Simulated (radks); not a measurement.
# The first electron to leave Eu¹³⁺

Aim: remove one electron from each of the outer sub-shells of Eu¹³⁺ ([Kr] 4d10 4f(5/2: 2, 7/2: 0) 5s2) in turn, let the ion relax, and find the cheapest removal. The parent's configuration is the lowest that an earlier search found at this level.

Program: radks (a radial shooting solver on a logarithmic mesh, Libxc functionals) version 1. Level of theory: Dirac Kohn-Sham, PBE, spin-unpolarised, spherical densities, finite nucleus. These are calculated values, not measurements, unless marked.

4 further runs of the same task are left out: 4 set aside as unsound or not needed.

## 1. What is computed

```
element            : europium (Z = 63)
charge             : +13
electrons          : 50
configuration      : [Kr] 4d10 4f(5/2: 2, 7/2: 0) 5s2
nuclear rms radius : 5.1115 fm
```

A shell typed twice in an input gives the lower j, then the higher j.

## 2. The parent, Eu¹³⁺

From an earlier run at this level the parent has E = -10801.522168 hartree and these outer levels (eV):

```csv
level,occupation,energy (eV)
4s1/2,2,-603.32
4p1/2,2,-534.67
4p3/2,4,-503.89
4d3/2,4,-389.94
4d5/2,6,-384.13
5s1/2,2,-251.78
4f5/2,2,-247.16
4f7/2,0,-246.14
```

## 3. Remove 4f5/2: [Kr] 4d10 4f(5/2: 1, 7/2: 0) 5s2

Input:

```text
Z 63
configuration [Kr] 4d10 4f1 4f0 5s2
relativity Dirac
functional pbe,pbe
spin unpolarised
j_filling energy
nucleus finite rms 5.1115 fm
c 137.035999084
```

## 4. Remove 5s1/2: [Kr] 4d10 4f(5/2: 2, 7/2: 0) 5s1

Changes since step 3:

```diff
@@ -1,3 +1,3 @@
 Z 63
-configuration [Kr] 4d10 4f1 4f0 5s2
+configuration [Kr] 4d10 4f2 4f0 5s1
 relativity Dirac
```

## 5. Remove 4d5/2: [Kr] 4d(3/2: 4, 5/2: 5) 4f(5/2: 2, 7/2: 0) 5s2

Changes since step 4:

```diff
@@ -1,3 +1,3 @@
 Z 63
-configuration [Kr] 4d10 4f2 4f0 5s1
+configuration [Kr] 4d4 4d5 4f2 4f0 5s2
 relativity Dirac
```

## 6. Remove 4d3/2: [Kr] 4d(3/2: 3, 5/2: 6) 4f(5/2: 2, 7/2: 0) 5s2

Changes since step 5:

```diff
@@ -1,3 +1,3 @@
 Z 63
-configuration [Kr] 4d4 4d5 4f2 4f0 5s2
+configuration [Kr] 4d3 4d6 4f2 4f0 5s2
 relativity Dirac
```

Before running it: what results should come out? Wanted: for each run, case; final configuration; Δ-SCF; −ε of the level emptied.

As calculated:

```
        case                             final configuration  Δ-SCF (eV)  −ε of the level emptied (eV)
remove 5s1/2                [Kr] 4d10 4f(5/2: 2, 7/2: 0) 5s1      261.60                        251.78
remove 4f5/2                [Kr] 4d10 4f(5/2: 1, 7/2: 0) 5s2      263.08                        247.16
remove 4d5/2  [Kr] 4d(3/2: 4, 5/2: 5) 4f(5/2: 2, 7/2: 0) 5s2      400.76                        384.13
remove 4d3/2  [Kr] 4d(3/2: 3, 5/2: 6) 4f(5/2: 2, 7/2: 0) 5s2      406.73                        389.94
```

In words: The 5s1/2 electron leaves first, at 261.60 eV; the next cheapest, 4f5/2, costs 263.08 eV. The highest eigenvalue of the parent belongs to 4f5/2, so the eigenvalues alone would have pointed elsewhere. NIST lists 263 eV (theoretical), between the same two configurations. Spin polarisation and multiplet splitting are left out, so open shells lie too high by an amount that depends on their filling.
